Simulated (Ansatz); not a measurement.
# CH₈BNOSi: a ladder of functionals and wavefunction methods

The task here is to estimate one member of a computed series from the others.

Method: functionals in def2-TZVPP, the program's frozen cores in correlated methods; program: Ansatz 0.2.0, Gaussian basis.

Plan: PBE-D4, r2SCAN-D4, PBE0-D4, B3LYP-D4, ωB97X-V, ωB97M-V, B2PLYP; CCSD(T)/def2-TZVPP; MP2/def2-QZVPP; extrapolation to the limit.

## Structure used throughout

An earlier PBE0-D4 in a triple-zeta def2 set relaxation fixed the geometry.

SMILES `CB(N)[SiH2]O`, 13 atoms, charge 0, spin multiplicity 1.

Atoms are counted from 1 here; the program's logs count them from 0.

Bond lengths: C1–B2 1.572 Å, C1–H6 1.096 Å, C1–H7 1.095 Å, C1–H8 1.095 Å, B2–N3 1.393 Å, B2–Si4 2.030 Å, N3–H9 1.006 Å, N3–H10 1.009 Å, Si4–O5 1.663 Å, Si4–H11 1.490 Å, Si4–H12 1.502 Å, O5–H13 0.957 Å. Angles: B2–C1–H6 110.2°, B2–C1–H7 111.1°, B2–C1–H8 114.0°, H6–C1–H7 105.2°, H6–C1–H8 107.8°, H7–C1–H8 108.1°, C1–B2–N3 120.4°, C1–B2–Si4 122.3°, N3–B2–Si4 117.3°, B2–N3–H9 123.6°, B2–N3–H10 123.0°, H9–N3–H10 113.4°, B2–Si4–O5 113.7°, B2–Si4–H11 111.9°, B2–Si4–H12 109.9°, O5–Si4–H11 104.2°, O5–Si4–H12 110.2°, H11–Si4–H12 106.7° and more.

The first run:

Contents of in.yaml:

```yaml
crystal:
  periodic: [false, false, false]
  atoms:
    - {symbol: C, position_ang: [-1.691435, -0.135585, 0.230706]}
    - {symbol: B, position_ang: [-0.186436, -0.486400, -0.060044]}
    - {symbol: N, position_ang: [0.152002, -1.693186, -0.667623]}
    - {symbol: Si, position_ang: [1.334003, 0.759998, 0.445888]}
    - {symbol: O, position_ang: [1.062186, 2.348142, 0.035002]}
    - {symbol: H, position_ang: [-1.852981, -0.025919, 1.309021]}
    - {symbol: H, position_ang: [-1.960444, 0.834690, -0.199879]}
    - {symbol: H, position_ang: [-2.402362, -0.880708, -0.141053]}
    - {symbol: H, position_ang: [1.097733, -1.963926, -0.880364]}
    - {symbol: H, position_ang: [-0.531350, -2.388164, -0.928156]}
    - {symbol: H, position_ang: [1.554922, 0.797455, 1.918526]}
    - {symbol: H, position_ang: [2.615947, 0.278006, -0.169860]}
    - {symbol: H, position_ang: [0.828713, 2.520995, -0.877363]}
basis:
  gaussian: {orbitals: def2-TZVPP}
hamiltonian: {xc: pbe, dispersion: d4}
output: {forces: true, orbitals: {seedname: orbitals}}
```

Started as:

```
$ ansatz run in.yaml --threads 4 --pin off --events-out ev --progress --plain --max-ram 10444MiB
```

Among the steps run: PBE-D4 (GGA); r2SCAN-D4 (meta-GGA); PBE0-D4 (hybrid); B3LYP-D4 (hybrid); ωB97X-V (range-separated); ωB97M-V (range-separated); B2PLYP (double hybrid); CCSD(T) in def2-TZVPP; MP2 in def2-QZVPP.

One table of the session follows, with a row left open; its other results are not shown here.

```
            method  atomisation energy (kJ/mol)
            PBE-D4                       4876.7
         r2SCAN-D4                       4816.3
           PBE0-D4                            ?
          B3LYP-D4                       4824.1
           ωB97X-V                       4827.2
           ωB97M-V                       4829.6
            B2PLYP                       4767.0
     HF/def2-TZVPP                       3542.5
    MP2/def2-TZVPP                       4738.9
   CCSD/def2-TZVPP                       4622.4
CCSD(T)/def2-TZVPP                       4682.4
           MP2/CBS                       4865.2
       CCSD(T)/CBS                       4808.7
```

**Question.** Estimate the row for PBE0-D4.

**Answer.** atomisation energy (kJ/mol): 4803.7. In the column «atomisation energy (kJ/mol)» it lies between B2PLYP (4767.0) and CCSD(T)/CBS (4808.7).

Caveats from the session: Free atoms (1 C, 1 B, 1 N, 1 Si, 1 O, 8 H) were run apart at each level; the atomisation energy is their sum less the molecule, without zero-point or spin-orbit terms.
